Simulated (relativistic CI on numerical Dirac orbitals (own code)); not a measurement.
# Kr⁹⁺: E1 transition arrays

Where do the unresolved transition arrays of Kr⁹⁺ lie, how wide and how strong are they, and what do scaling and mixing change?

The numbers are computed with relativistic CI on numerical Dirac orbitals (own code) version 3 (Dirac-Coulomb-Breit CI, KLI orbitals optimised for each configuration, model QED (radiative potential, 1s self-energy scaled to tabulated hydrogen-like ionisation energies), valence Slater integrals scaled by 0.9, whole transition arrays), except any that are marked as measured or tabulated.

### 1 What is computed

```
ion            : Kr⁹⁺ (Kr X)
nuclear charge : 36
electrons      : 27
isotope        : A = 84
configurations : [Ar] 3d9; [Ar] 3d8 4f; [Ne] 3s2 3p5 3d10; [Ar] 3d8 4p; [Ar] 3d8 5f
```

Outer shells as boxes (Hund's rule):

[Ar] 3d9
```
[Ar] core
3d [↑↓][↑↓][↑↓][↑↓][↑ ]
```

### 2 Main run

Settings of the run:

```ini
atom Kr  Z=36  charge=9  electrons=27
nucleus A=84  rms_radius_fm=4.1884
hamiltonian dirac-coulomb  breit=on  qed=on  c_scale=1
orbitals kli  potential=per-configuration
slater_scale 0.9
correlation none
mixing on
configurations
  [Ar] 3d9
  [Ar] 3d8 4f
  [Ne] 3s2 3p5 3d10
  [Ar] 3d8 4p
  [Ar] 3d8 5f
end
arrays E1 from the first configuration
```

### 3 Without configuration mixing

The settings differ from step 2 so:

```diff
@@ -6,3 +6,3 @@
 correlation none
-mixing on
+mixing off
 configurations
```

### 4 Slater integrals scaled by 1

The settings differ from step 3 so:

```diff
@@ -4,5 +4,5 @@
 orbitals kli  potential=per-configuration
-slater_scale 0.9
+slater_scale 1
 correlation none
-mixing off
+mixing on
 configurations
```

### 5 Slater integrals scaled by 0.8

The settings differ from step 4 so:

```diff
@@ -4,3 +4,3 @@
 orbitals kli  potential=per-configuration
-slater_scale 1
+slater_scale 0.8
 correlation none
```

(Steps that only read results are left out.)

Before running it: what results should come out? Wanted: strongest array, main run; lines in all.

**Answer**, as computed:

The array to 3p6 3d8 4f, the strongest of the main run, in each run:

| run | time | mean (eV) | width (eV) | gf sum | strongest line (nm) | strongest array of the run |
| --- | --- | --- | --- | --- | --- | --- |
| main run | 0.22 s | 185.03 | 2.58 | 23.43 | 6.680 | 3p6 3d8 4f |
| without configuration mixing | 0.22 s | 185.22 | 2.59 | 26.20 | 6.645 | 3p6 3d8 4f |
| Slater integrals scaled by 1 | 0.22 s | 185.36 | 2.84 | 23.49 | 6.666 | 3p6 3d8 4f |
| Slater integrals scaled by 0.8 | 0.22 s | 184.71 | 2.31 | 23.37 | 6.695 | 3p6 3d8 4f |

| quantity | value |
| --- | --- |
| strongest array, main run | to 3p6 3d8 4f, 81 lines |
| its mean and width | 185.0 ± 2.6 eV (6.70 nm) |
| its share of all gf | 48 % |
| lines in all | 225 |

In words: The array to 3p6 3d8 4f carries 48 % of the oscillator strength, around 6.70 nm. Configuration mixing moves its mean by -0.18 eV and changes its gf sum by -11 %. All levels of the first configuration count with their statistical weight; no plasma population is modelled.
